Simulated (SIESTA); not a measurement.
Runs of SIESTA 5.4.2 on HPbNO4. The typed cell holds 7 atoms: a = 3.857 Å, b = 4.338 Å, c = 5.984 Å, α = 81.87°, β = 83.26°, γ = 87.68°. The cell was built by a generator and needn't be a form met in nature.

```csv
task,level,potentials or basis,cell,gap on the mesh (eV),pressure (GPa),largest force (eV/Å)
band structure,PBE,"PseudoDojo 0.4 standard (PBE files), DZP (energy shift 0.003 Ry; two zetas on semicore shells)",as given,0.34,3.7,1.52
band structure,PBE,"PseudoDojo 0.4 standard (PBE files), TZP (energy shift 0.003 Ry; two zetas on semicore shells)",as given,0.34,(a),1.44
band structure,PBEsol,"PseudoDojo 0.4 standard (PBEsol files), DZP (energy shift 0.003 Ry; two zetas on semicore shells)",as given,0.33,0.8,(d)
band structure,AM05,"PseudoDojo 0.4 standard (PBEsol files), DZP (energy shift 0.003 Ry; two zetas on semicore shells)",as given,0.33,1.4,1.08
band structure,PBE,"PseudoDojo 0.4 standard (PBE files), DZ (energy shift 0.003 Ry; two zetas on semicore shells)",as given,0.37,7.4,4.57
band structure,PBE,"PseudoDojo 0.4 standard (PBE files), SZ (energy shift 0.003 Ry)",as given,(b),(c),14.27
single point,PBE,"PseudoDojo 0.4 standard (PBE files), DZP (energy shift 0.003 Ry; two zetas on semicore shells)","atoms moved at random, drawn with an rms of 0.05 Å",0.42,0.3,4.09
band structure,PBE,"PseudoDojo 0.4 standard (PBE files), TZDP (energy shift 0.003 Ry; two zetas on semicore shells)",as given,0.36,3.7,2.41
```

Alike in all rows: no spin polarisation; k mesh 7 × 6 × 5; smearing fermi-dirac 0.05 eV; grid cutoff 800 Ry; energy shift 0.003 Ry.

Task: Estimate the missing entries.

Result: (a) 3.1; (b) 0.47; (c) 20.8; (d) 1.24.

Caveats: spin-orbit coupling is left out, which as a rule narrows the gap of such compounds by several tenths of an eV; the basis of atomic orbitals isn't converged, which shifts pressures, moduli and gaps; forces of over 1 eV/Å show positions far from the minimum, so gaps and moduli don't describe the material at rest (some runs); the mesh misses the band edges, which the band path finds closer together (some runs); the basis has no polarisation orbitals (some runs); the potentials were made for another functional, which shifts forces and pressure (some runs); an odd mesh through Γ misses points on the zone boundary, where band edges often lie (some runs).

A k mesh can miss the band edges, and the runs leave out spin-orbit coupling on Pb.
